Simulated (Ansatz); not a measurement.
# YMnO3: the cost of one run

Method: DFT r2SCAN, scalar-relativistic, plane waves, PAW, in Ansatz 0.2.0.

4 further runs of the same task are left out: 1 that didn't finish, 3 set aside as unsound or not needed.

## 1. The structure to begin with

It takes space group P6_3/mmc (No. 194, hexagonal). Conventional cell: a = 3.583 Å, b = 3.583 Å, c = 11.245 Å, α = 90.00°, β = 90.00°, γ = 120.00°. Y (site symmetry -3m) has 6 O at 2.28 Å as nearest neighbours. Mn (site symmetry -6m2) has 5 O at 1.86 to 2.07 Å as nearest neighbours. O (site symmetry -6m2) has 3 Mn at 2.07 Å as nearest neighbours. O (site symmetry 3m) has 1 Mn at 1.86 Å and 3 Y at 2.28 Å as nearest neighbours.

Coordinates:

```
CELL_PARAMETERS angstrom
3.58257 0.00000 0.00000
-1.79128 3.10259 0.00000
0.00000 0.00000 11.24532
ATOMIC_POSITIONS crystal
Y 0.00000 0.00000 0.00000
Y 0.00000 0.00000 0.50000
Mn 0.33333 0.66667 0.25000
Mn 0.66667 0.33333 0.75000
O 0.00000 0.00000 0.25000
O 0.00000 0.00000 0.75000
O 0.33333 0.66667 0.08465
O 0.66667 0.33333 0.58465
O 0.33333 0.66667 0.41535
O 0.66667 0.33333 0.91535
```

It is the result of an earlier relaxation at this level (volume 12.50 Å³/atom; gap on the mesh: none (metal), site moments up to 3.2 μB).

## 2. Static run: bands, density of states and charges

The input, input.yaml:

```yaml
crystal:
  lattice:
    - [3.5825657967, 0.0, 0.0]
    - [-1.7912828983, 3.1025929907, 0.0]
    - [0.0, 0.0, 11.2453238228]
  atoms:
    - { symbol: "Y", position: [0.0, 0.0, 0.0] }
    - { symbol: "Y", position: [0.0, 0.0, 0.5] }
    - { symbol: Mn, position: [0.3333333333, 0.6666666667, 0.25], spin: 3.56 }
    - { symbol: Mn, position: [0.6666666667, 0.3333333333, 0.75], spin: 3.56 }
    - { symbol: O, position: [0.0, 0.0, 0.25] }
    - { symbol: O, position: [0.0, 0.0, 0.75] }
    - { symbol: O, position: [0.3333333333, 0.6666666667, 0.0846481188] }
    - { symbol: O, position: [0.6666666667, 0.3333333333, 0.5846481188] }
    - { symbol: O, position: [0.3333333333, 0.6666666667, 0.4153518812] }
    - { symbol: O, position: [0.6666666667, 0.3333333333, 0.9153518812] }
basis:
  ecutwfc: 500
kpoints:
  mp_grid: { grid: [12, 12, 4] }
  band_path:
    path:
      - [[0.0, 0.0, 0.0], [0.5, 0.0, 0.0], [0.33333333, 0.33333333, 0.0], [0.0, 0.0, 0.0], [0.0, 0.0, 0.5], [0.5, 0.0, 0.5], [0.33333333, 0.33333333, 0.5], [0.0, 0.0, 0.5]]
      - [[0.5, 0.0, 0.5], [0.5, 0.0, 0.0]]
      - [[0.33333333, 0.33333333, 0.5], [0.33333333, 0.33333333, 0.0]]
    npoints: 14
hamiltonian:
  xc: r2scan
scf:
  occupations: { method: gaussian, width: 0.1 }
  n_extra_bands: 25
output:
  forces: true
  stress: true
  eigenvalues: true
  populations: true
  dos: { projected: true, de: 0.02, nscf_kmesh: { grid: [18, 18, 6] } }
  bader: true
  write_density: true
  write_potential: true
  elf: true
  volumetric_format: npy
magnetization:
  spin_polarized: true
checkpoint:
  read: start.run
  write: ck
  compress: false
  write_wavefunctions: false
  write_every: 100000
```

Command:

```
$ ansatz run input.yaml --threads 2 --pin off --max-ram 5120MiB --backend cpu --events-out ev --progress --plain --runs-dir out
```

Q: Estimate wall time and peak memory on 2 threads of Intel Xeon 6975P-C (Granite Rapids), shared host.

About 2.9 min, with a peak of 1.7 GiB.
